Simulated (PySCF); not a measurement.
# DyH2S2 (Dy(SH)2+): the cost of one run

Program: PySCF 2.14.0. Level of theory: BP86, Dy lcecp-1-SVP with ECP55, S def2-SVP, H def2-SVP; scalar-relativistic core potentials, no spin–orbit coupling. These are calculated values, not measurements.

3 further runs of the same task are left out: 2 for a known fault of the program, 1 that didn't finish.

### 1 Starting geometry

5 atoms, charge 1, spin multiplicity 1.

Bond lengths: Dy1–S2 2.705 Å, Dy1–S4 2.705 Å, S2–H3 1.341 Å, S4–H5 1.341 Å. Angles: S2–Dy1–S4 180.0°, Dy1–S2–H3 104.2°, Dy1–S4–H5 104.2°.

Coordinates:

```csv
atom,x (Å),y (Å),z (Å)
Dy1,0.0000,0.0000,0.0000
S2,0.0000,0.0000,2.7051
H3,0.0000,1.3000,3.0351
S4,0.0000,0.0000,-2.7051
H5,0.0000,-1.3000,-3.0351
```

Formal oxidation states: Dy +3. Each metal's 9 4f electrons lie in its core potential, so multiplicities, spins and levels count the valence alone.

### 2 SCF at the start, singlet

The input, run.py (the lines that set the calculation):

```python
mol = gto.M(atom='''
Dy     0.00000     0.00000     0.00000
S      0.00000     0.00000     2.70510
H      0.00000     1.30000     3.03510
S      0.00000     0.00000    -2.70510
H      0.00000    -1.30000    -3.03510''',
    basis={'Dy': 'lcecp-1-SVP', 'S': 'def2-SVP', 'H': 'def2-SVP'},
    ecp={'Dy': 'lcecp-1-SVP'},
    charge=1, spin=0)
mf = dft.RKS(mol, xc='B88,P86')
mf.grids.atom_grid = (50, 194)  # f atoms: unpruned, at least (60, 302)
mf = mf.density_fit()  # fitting sets: Dy AutoAux, S def2-universal-JKFIT, H def2-universal-JKFIT
mf.conv_tol = 1e-08; mf.max_cycle = 55
mf.kernel(dm0)  # dm0: free metal ions and neutral atoms
```

On the command line:

```
$ OMP_NUM_THREADS=2 python run.py
```

Q: Estimate wall time and peak memory on 2 threads of Arm Neoverse V1, shared host.

About 3.1 s, with a peak of 0.41 GiB.
